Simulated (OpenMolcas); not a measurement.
# CH2BFS (SMILES FB1CS1) at 6 levels

Aim: a comparison of 6 runs (HF/3-21G, B3LYP/6-31G*, B3LYP/pcseg-1, MP2/aug-cc-pVDZ, CPF/4-31G, CCSD/STO-3G) of CH2BFS. 

The results are computed with OpenMolcas 26.06.

1 further run of the same task is left out (set aside as unsound or not needed).

## (1) The structure to begin with

The species is CH2BFS (6 atoms), meant as a singlet with charge 0. As SMILES, `FB1CS1`. Geometry: relaxed at GFN2-xTB.

Bond lengths: F1–B2 1.308 Å, B2–C3 1.532 Å, B2–S4 1.738 Å, C3–S4 1.878 Å, C3–H5 1.082 Å, C3–H6 1.082 Å. Angles: F1–B2–C3 147.7°, F1–B2–S4 142.5°, C3–B2–S4 69.8°, B2–C3–S4 60.3°, B2–S4–C3 50.0°, B2–C3–H5 122.7°, B2–C3–H6 122.7°, S4–C3–H5 112.7°, S4–C3–H6 112.7°, H5–C3–H6 112.3°.

## (2) Energy and gradient at HF/3-21G (run 1)

File job.inp:

```
* CH2BFS Hartree-Fock
&gateway
baslib=$CurrDir
coord
6
bohr
F     -0.58810167    -3.96080927     0.56011482
B     -0.61548380    -1.55101161     0.01269896
C      0.72533358     1.01056884     0.16739194
S     -2.41314247     0.76218324    -1.47147304
H      2.23836170     1.54347161    -1.10127569
H      0.65303266     2.19559720     1.83252411
basis=3-21G
group=NoSym
&seward
&scf
thresholds=1e-10 1e-07 1e-07 1e-05
prorbitals=1
&alaska
```

The basis set 3-21G is read from a file made from the Basis Set Exchange's data (not shown).

Command:

```console
$ export MOLCAS_MEM=1860
$ pymolcas job.inp > job.log
```

Log:

```text
--- Start Module: gateway ---
[...]
--- Stop Module: gateway /rc=_RC_ALL_IS_WELL_ ---
[...]
      Basis functions           44
[...]
--- Start Module: scf ---
[...]
       Convergence after  13 Iterations
[...]
::    Total SCF energy                               -557.8694449819
[...]
      Total spin, S                                     0.0000000000
[...]
      Total electronic charge=   38.000000
      Total            charge=   -0.000000
[...]
      Dipole Moment (debye):
      Origin of the operator (angstrom)=   -0.5813   -0.3625   -0.2334
                   X=  1.6097E+00               Y=  3.3035E-01               Z=  7.9772E-01           Total=  1.8267E+00
      Quadrupole Moment (debye*angstrom):
[...]
--- Stop Module: scf /rc=_RC_ALL_IS_WELL_ ---
--- Start Module: alaska ---
[...]
 *              Molecular gradients               *
 **************************************************
  Irreducible representation: a
 ------------------------------------------------------------------------------------------
                              X                       Y                       Z
 ------------------------------------------------------------------------------------------
  F1               -3.78406515402818E-03    2.15323893681898E-02   -6.84070910814594E-03
  B2               -1.35404596031758E-02   -1.21383379757489E-02   -4.56018774044198E-03
  C3               -3.09054186798523E-02   -7.55881043730966E-03   -1.50204889633909E-02
  S4                4.64875525297597E-02   -1.47042353505071E-02    2.83708183716467E-02
  H5                2.65948031182184E-03    5.72010953602797E-03   -4.21261700321729E-03
  H6               -9.17089404568056E-04    7.14888485937015E-03    2.26318444354190E-03
 ------------------------------------------------------------------------------------------
--- Stop Module: alaska /rc=_RC_ALL_IS_WELL_ ---
[...]
```

Run time: 1.6 s. Hardware: 1 thread of AMD EPYC 9R45 (Zen 5), shared host; peak memory 0.38 GiB.

## (3) Energy and gradient at B3LYP/6-31G(d) (spherical functions) (run 2)

File run.input:

```
* CH2BFS Kohn-Sham DFT
&GATEWAY
BasLib=$CurrDir
Coord
6
angstrom
F       -0.311210      -2.095970       0.296400
B       -0.325700      -0.820760       0.006720
C        0.383830       0.534770       0.088580
S       -1.276980       0.403330      -0.778670
H        1.184490       0.816770      -0.582770
H        0.345570       1.161860       0.969730
Basis=6-31Gs
Group=NoSym
&SEWARD
GridInput
Grid=UltraFine
End of Grid
&SCF
KSDFT=B3LYP
Thresholds=1e-10 1e-07 1e-07 1e-05
PrOrbitals=1 1
&ALASKA
```

The basis set 6-31G* is read from a file made from the Basis Set Exchange's data (not shown).

Command:

```console
$ export MOLCAS_MEM=1860
$ pymolcas run.input > run.log
```

Log:

```text
--- Start Module: gateway ---
[...]
--- Stop Module: gateway /rc=_RC_ALL_IS_WELL_ ---
[...]
      Basis functions           64
[...]
--- Start Module: scf ---
[...]
       Convergence after  14 Iterations
[...]
::    Total KS-DFT energy                            -562.2339724040
[...]
      Total spin, S                                     0.0000000000
[...]
      Total electronic charge=   38.000000
      Total            charge=   -0.000000
[...]
      Dipole Moment (debye):
      Origin of the operator (angstrom)=   -0.5813   -0.3625   -0.2334
                   X=  1.1404E+00               Y=  4.1655E-01               Z=  5.2455E-01           Total=  1.3225E+00
      Quadrupole Moment (debye*angstrom):
[...]
--- Stop Module: scf /rc=_RC_ALL_IS_WELL_ ---
[...]
--- Start Module: alaska ---
[...]
 *              Molecular gradients               *
 **************************************************
  Irreducible representation: a
 ------------------------------------------------------------------------------------------
                              X                       Y                       Z
 ------------------------------------------------------------------------------------------
  F1               -1.74390982444073E-03    6.73043114019833E-03   -2.46679128708571E-03
  B2               -4.64511896091357E-03   -3.21160114285068E-03   -1.72713738981423E-03
  C3               -7.53698148063187E-03    2.16107257387410E-03   -4.56624630661251E-03
  S4                2.01017772327639E-02   -4.88887515348502E-03    1.19479928026252E-02
  H5               -5.29080416352734E-03    5.30021992208418E-04    2.54872038883258E-03
  H6               -8.84962803253463E-04   -1.32104941000799E-03   -5.73653820790998E-03
 ------------------------------------------------------------------------------------------
--- Stop Module: alaska /rc=_RC_ALL_IS_WELL_ ---
[...]
```

It took 11 s on 1 thread of AMD EPYC 9R45 (Zen 5), shared host; peak memory 0.4 GiB.

Runs 3 to 5 aren't shown in full; the table further down has their settings and results.

## (4) A single-point energy at CCSD/STO-3G (run 6)

File mol.inp:

```
* CH2BFS CCSD

&GATEWAY
  BASLIB = $CurrDir
  COORD
  6
  angstrom
  F       -0.311210      -2.095970       0.296400
  B       -0.325700      -0.820760       0.006720
  C        0.383830       0.534770       0.088580
  S       -1.276980       0.403330      -0.778670
  H        1.184490       0.816770      -0.582770
  H        0.345570       1.161860       0.969730
  BASIS = STO-3G
  GROUP = NoSym

&SEWARD

&SCF
  THRESHOLDS = 1e-10 1e-07 1e-07 1e-05
  PRORBITALS = 1 1

&RASSCF
  FILEORB = $Project.ScfOrb
  SPIN = 1
  NACTEL = 0 0 0
  INACTIVE = 19
  RAS2 = 0
  OUTORBITALS = Canonical
  ORBLISTING = Nothing

&MOTRA
  JOBIPH
  FROZEN = 8

&CCSDT
  CCSD
  ITERATIONS = 80
  ACCURACY = 1e-08
  EXTRAPOLATION = 5 4
```

The basis set STO-3G is read from a file made from the Basis Set Exchange's data (not shown).

Command:

```console
$ export MOLCAS_MEM=1860
$ pymolcas mol.inp > mol.log
```

Log:

```text
--- Start Module: gateway ---
[...]
--- Stop Module: gateway /rc=_RC_ALL_IS_WELL_ ---
[...]
      Basis functions           26
[...]
       Convergence after  12 Iterations
[...]
::    Total SCF energy                               -554.1958087215
[...]
      Total spin, S                                     0.0000000000
[...]
      Number of active orbitals                  0
[...]
      Spin quantum number                      0.0
[...]
      Active orbitals                            0
[...]
      Number of CSFs                             1
[...]
      Number of root(s) required                 1
[...]
      Convergence after  4 iterations
[...]
      Natural orbitals and occupation numbers for root  1
      ************************************************************************************************************************
      *                                                    Final results                                                     *
      ************************************************************************************************************************
[...]
::    RASSCF root number  1 Total energy:   -554.19580872
[...]
      Total electronic charge=   38.000000
      Total            charge=   -0.000000
[...]
      Dipole Moment (debye):
      Origin of the operator (angstrom)=   -0.5813   -0.3625   -0.2334
                   X=  4.2430E-01               Y= -6.2195E-02               Z=  2.4431E-01           Total=  4.9354E-01
      Quadrupole Moment (debye*angstrom):
[...]
--- Start Module: motra ---
[...]
      *** WARNING: Default frozen orbitals is overwritten by user input.
      *** Default values:   8
[...]
--- Stop Module: motra /rc=_RC_ALL_IS_WELL_ ---
--- Start Module: ccsdt ---
[...]
      Convergence after                    18  Iterations
      Total energy (diff) :    -554.37535850      -0.00000000
[...]
--- Stop Module: ccsdt /rc=_RC_ALL_IS_WELL_ ---
[...]
```

Wall time 2 s (1 thread of AMD EPYC 9R45 (Zen 5), shared host); peak memory 0.37 GiB.

## (5) Overview of the runs

```csv
run,level,integration grid,task,energy (Eh),dipole moment (D) of the reference,HOMO energy (eV),LUMO energy (eV),wall time
1,HF/3-21G,–,gradient,-557.869445,1.83,-10.52,3.38,1.6 s
2,B3LYP/6-31G* (spherical functions),UltraFine,gradient,-562.233972,1.32,-7.25,-0.36,11 s
3,B3LYP/pcseg-1,UltraFine,gradient,-562.214055,1.32,-7.49,-0.70,12 s
4,MP2/aug-cc-pVDZ,–,energy,-561.311349,1.60,-10.39,0.90,11 s
5,CPF/4-31G,–,energy,-560.376174,1.79,-10.51,3.48,2 s
6,CCSD/STO-3G,–,energy,-554.375358,0.49,-7.34,7.84,2 s
```

## (6) Results

| quantity | value |
| --- | --- |
| run 6: total energy | -554.37536 Eh |
| run 6: dipole moment (mean-field density) | 0.49 D |
| run 6: HOMO energy (Hartree–Fock orbitals) | -7.34 eV |
| run 6: LUMO energy (Hartree–Fock orbitals) | 7.84 eV |
| run 6: HOMO–LUMO gap (Hartree–Fock orbitals) | 15.18 eV |
| run 6: correlation energy (8 core orbitals frozen) | -179.5 mEh |

In words: Over runs 1, 2, 3 the dipole moment (its size) runs from 1.32 D (B3LYP/6-31G*) to 1.83 D (HF/3-21G). The two ends differ in method and basis. Over runs 1, 2, 3 the HOMO–LUMO gap runs from 6.78 eV (B3LYP/pcseg-1) to 13.91 eV (HF/3-21G). In run 6 the basis is minimal, so the values are rough. All runs together took 39 s, the longest 12 s.
